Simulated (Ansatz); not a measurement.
# singlet AlClOF+: levels of theory compared

Aim: a comparison of 6 runs (B3LYP/6-31G*, BLYP/6-311+G**, SVWN5/6-311+G**, r2SCAN/6-311+G**, CCSD/6-311+G**) of singlet AlClOF+. 

The results are computed with Ansatz 0.2.0.

70 further runs of the same task are left out: 2 that didn't finish, 68 set aside as unsound or not needed. Runs told in other sessions of the task aren't counted.

## 1. The system as given

AlClOF+ has 4 atoms, charge +1, and is taken as a singlet. SMILES of the parent species: `[O][Al]([F])[Cl]`. Geometry: relaxed at PBE0-D4/def2-TZVP. That shape belongs to the parent species and isn't relaxed for this state.

Bond lengths: O1–Al2 1.724 Å, Al2–F3 1.632 Å, Al2–Cl4 2.063 Å. Angles: O1–Al2–F3 118.6°, O1–Al2–Cl4 118.4°, F3–Al2–Cl4 122.9°.

## 2. A single-point energy at B3LYP/6-31G(d) (spherical functions) (run 1)

input.yaml

```yaml
crystal:
  periodic: [false, false, false]
  atoms:
    - {symbol: O, position_ang: [0.993300, 0.591700, 1.294800]}
    - {symbol: Al, position_ang: [0.061900, -0.095200, 0.016700]}
    - {symbol: F, position_ang: [0.278100, -1.671200, -0.348900]}
    - {symbol: Cl, position_ang: [-1.277700, 1.114400, -0.982900]}
basis:
  gaussian: {orbitals: 6-31G_st_-spherical.json}
total_charge: 1
hamiltonian: {xc: {name: B3LYP}}
accuracy: high
output: {orbitals: {seedname: orbitals}}
```

The basis set 6-31G* is read from a file made from the Basis Set Exchange's data (not shown).

Launch:

```console
$ ansatz run input.yaml --threads 1 --pin off --max-ram 3480MiB --events-out events.jsonl --progress --plain --runs-dir runs
```

Standard output:

```text
Warning: RAYON_NUM_THREADS=1 ignored (pool sized by the plan → 1); use --threads N
Functional definition: B3LYP
  name "B3LYP"
  parameter a0 = 0.2
  parameter ax = 0.72
  parameter ac = 0.81
  exchange = (1 - a0 - ax)*slater_x + ax*b88_x + a0*exact_x
  correlation = (1 - ac)*vwn_rpa_c + ac*lyp_c
1238 factors; integrals over basis functions are off by at most 3.8e-9 eV
mean field evaluation 1: about -23834.8975 eV, gradient 1.1e2 eV
mean field evaluation 2: about -23504.5203 eV, gradient 3.0e2 eV
mean field evaluation 4: about -23825.0136 eV, gradient 1.2e2 eV
mean field evaluation 8: about -23868.2167 eV, gradient 3.8e1 eV
mean field evaluation 16: about -23872.4405 eV, gradient 7.9e-2 eV
mean field evaluation 32: about -23872.4405 eV, gradient 1.1e-6 eV
mean field -23872.44051169 eV, -877.2960074831 hartree, gradient 6.9e-8 eV, S^2 0.000000; 4 other end points of the search recorded, 0 dependent functions left out
reference -23872.44054870 eV, -877.2960088432 hartree; 23, 23 occupied and 41, 41 virtual orbitals, 1238 factors
Total energy: -23872.44054870 eV, -877.2960088432 hartree
```

It took 7.5 s on 1 thread of Arm Neoverse V1, shared host; peak memory 0.17 GiB.

## 3. The energy at B3LYP/6-31G(d) (Cartesian functions) (run 2)

job.yaml

```yaml
crystal:
  periodic: [false, false, false]
  atoms:
    - {symbol: O, position_ang: [0.993300, 0.591700, 1.294800]}
    - {symbol: Al, position_ang: [0.061900, -0.095200, 0.016700]}
    - {symbol: F, position_ang: [0.278100, -1.671200, -0.348900]}
    - {symbol: Cl, position_ang: [-1.277700, 1.114400, -0.982900]}
basis:
  gaussian:
    orbitals: "6-31G*"
total_charge: 1
hamiltonian:
  xc: {name: B3LYP}
accuracy: high
output: {orbitals: {seedname: orbitals}}
```

Launch:

```console
$ ansatz run job.yaml --threads 1 --pin off --max-ram 3480MiB --events-out events.jsonl --progress --plain --runs-dir runs
```

Standard output:

```text
Warning: RAYON_NUM_THREADS=1 ignored (pool sized by the plan → 1); use --threads N
Functional definition: B3LYP
  name "B3LYP"
  parameter a0 = 0.2
  parameter ax = 0.72
  parameter ac = 0.81
  exchange = (1 - a0 - ax)*slater_x + ax*b88_x + a0*exact_x
  correlation = (1 - ac)*vwn_rpa_c + ac*lyp_c
1263 factors; integrals over basis functions are off by at most 3.3e-9 eV
mean field evaluation 1: about -23835.1906 eV, gradient 1.2e2 eV
mean field evaluation 2: about -23502.3877 eV, gradient 3.0e2 eV
mean field evaluation 4: about -23824.4344 eV, gradient 1.3e2 eV
mean field evaluation 8: about -23867.7646 eV, gradient 4.2e1 eV
mean field evaluation 16: about -23872.6535 eV, gradient 5.7e-2 eV
mean field evaluation 32: about -23872.6535 eV, gradient 1.4e-6 eV
mean field -23872.65352156 eV, -877.3038354517 hartree, gradient 8.1e-8 eV, S^2 0.000000; 4 other end points of the search recorded, 0 dependent functions left out
reference -23872.65355858 eV, -877.3038368120 hartree; 23, 23 occupied and 45, 45 virtual orbitals, 1263 factors
Total energy: -23872.65355858 eV, -877.3038368120 hartree
```

It took 8.1 s on 1 thread of Arm Neoverse V1, shared host; peak memory 0.18 GiB.

Run 3 isn't shown in full; the table further down has it.

## 4. The energy at SVWN5/6-311+G(d,p) (run 4)

molecule.yaml

```yaml
crystal:
  periodic: [false, false, false]
  atoms:
    - {symbol: O, position_ang: [0.993300, 0.591700, 1.294800]}
    - {symbol: Al, position_ang: [0.061900, -0.095200, 0.016700]}
    - {symbol: F, position_ang: [0.278100, -1.671200, -0.348900]}
    - {symbol: Cl, position_ang: [-1.277700, 1.114400, -0.982900]}
basis:
  gaussian: {orbitals: 6-311+G_st__st_-spherical.json}
total_charge: 1
hamiltonian: {xc: {name: SVWN5}}
accuracy: high
output: {orbitals: {seedname: orbitals}}
```

The basis set 6-311+G** is read from a file made from the Basis Set Exchange's data (not shown).

Launch:

```console
$ ansatz run molecule.yaml --threads 1 --pin off --max-ram 3480MiB --events-out events.jsonl --progress --plain --runs-dir runs
```

Standard output:

```text
Warning: RAYON_NUM_THREADS=1 ignored (pool sized by the plan → 1); use --threads N
Functional definition: SVWN5
  name "SVWN5"
  exchange = slater_x
  correlation = vwn5_c
1717 factors; integrals over basis functions are off by at most 4.5e-9 eV
mean field evaluation 1: about -23729.2122 eV, gradient 1.4e2 eV
mean field evaluation 2: about -23015.9047 eV, gradient 4.1e2 eV
mean field evaluation 4: about -23691.8926 eV, gradient 1.8e2 eV
mean field evaluation 8: about -23773.9627 eV, gradient 9.1e-1 eV
mean field evaluation 16: about -23774.6749 eV, gradient 2.0e0 eV
mean field evaluation 32: about -23751.5787 eV, gradient 8.8e1 eV
mean field evaluation 64: about -23774.2414 eV, gradient 1.5e0 eV
mean field -23774.67901831 eV, -873.7033388667 hartree, gradient 5.4e-8 eV, S^2 0.000000; 7 other end points of the search recorded, 0 dependent functions left out
reference -23774.67902569 eV, -873.7033391378 hartree; 23, 23 occupied and 81, 81 virtual orbitals, 1717 factors
Total energy: -23774.67902569 eV, -873.7033391378 hartree
```

It took 9.9 s on 1 thread of Arm Neoverse V1, shared host; peak memory 0.22 GiB.

Run 5 isn't shown in full; the table further down has it.

## 5. A single-point energy at CCSD/6-311+G(d,p) (run 6)

molecule.yaml, as its differences from that of step 4:

```diff
@@ -8,6 +8,10 @@
 basis:
-  gaussian: {orbitals: 6-311+G_st__st_-spherical.json}
+  gaussian:
+    orbitals: 6-311+G_st__st_-spherical.json
+accuracy: high
+scf:
+  omitted_lower_state_checks: [cluster_reference, increment]
+correlation:
+  method: ccsd
+  frozen_orbitals: {Al: 5, Cl: 5, F: 1, O: 1}
 total_charge: 1
-hamiltonian: {xc: {name: SVWN5}}
-accuracy: high
-output: {orbitals: {seedname: orbitals}}
```

The basis set 6-311+G** is read from a file made from the Basis Set Exchange's data (not shown).

Launch:

```console
$ ansatz run molecule.yaml --threads 1 --pin off --max-ram 3480MiB --events-out events.jsonl --progress --plain --runs-dir runs
```

Standard output:

```text
Warning: RAYON_NUM_THREADS=1 ignored (pool sized by the plan → 1); use --threads N
[... 15 lines left out ...]
12 core orbitals not correlated: weight in the atoms' cores, before any rotation towards them, 1.000 or more for the frozen orbitals, at most 0.000 for the correlated occupied ones
[... 81 lines left out ...]
WARN: these amplitudes may be one of several solutions (largest doubles amplitude 0.64, level shift 0.00 eV)
Total energy: -23837.24996338 eV, -876.0027786857 hartree
Checks for a lower state left out: cluster_reference, increment
```

Run time: 73 s. Hardware: 1 thread of Arm Neoverse V1, shared host; peak memory 0.63 GiB.

## 6. All runs side by side

```
run                               level  Cartesian functions  frozen core orbitals  energy (Eh)  wall time
  1  B3LYP/6-31G* (spherical functions)                   no                     –  -877.296009      7.5 s
  2  B3LYP/6-31G* (Cartesian functions)                  yes                     –  -877.303837      8.1 s
  3                      BLYP/6-311+G**                   no                     –  -877.401462       20 s
  4                     SVWN5/6-311+G**                   no                     –  -873.703339      9.9 s
  5                    r2SCAN/6-311+G**                   no                     –  -877.247190       32 s
  6                      CCSD/6-311+G**                   no                    12  -876.002779       73 s
```

## 7. Results

```
                                           quantity          value
                                run 6: total energy  -876.00278 Eh
run 6: correlation energy (12 core orbitals frozen)     -604.4 mEh
                               run 6: T1 diagnostic          0.179
```

Totals of different functionals can't be ranked against each other. In run 6 the T1 diagnostic is large, so a single reference may not serve. In run 6 the log says that unrestricted orbitals would lower the reference, so the values rest on an unstable closed-shell determinant (other closed-shell runs at this shape may share the fault). All runs together took 2.5 min, the longest 73 s.
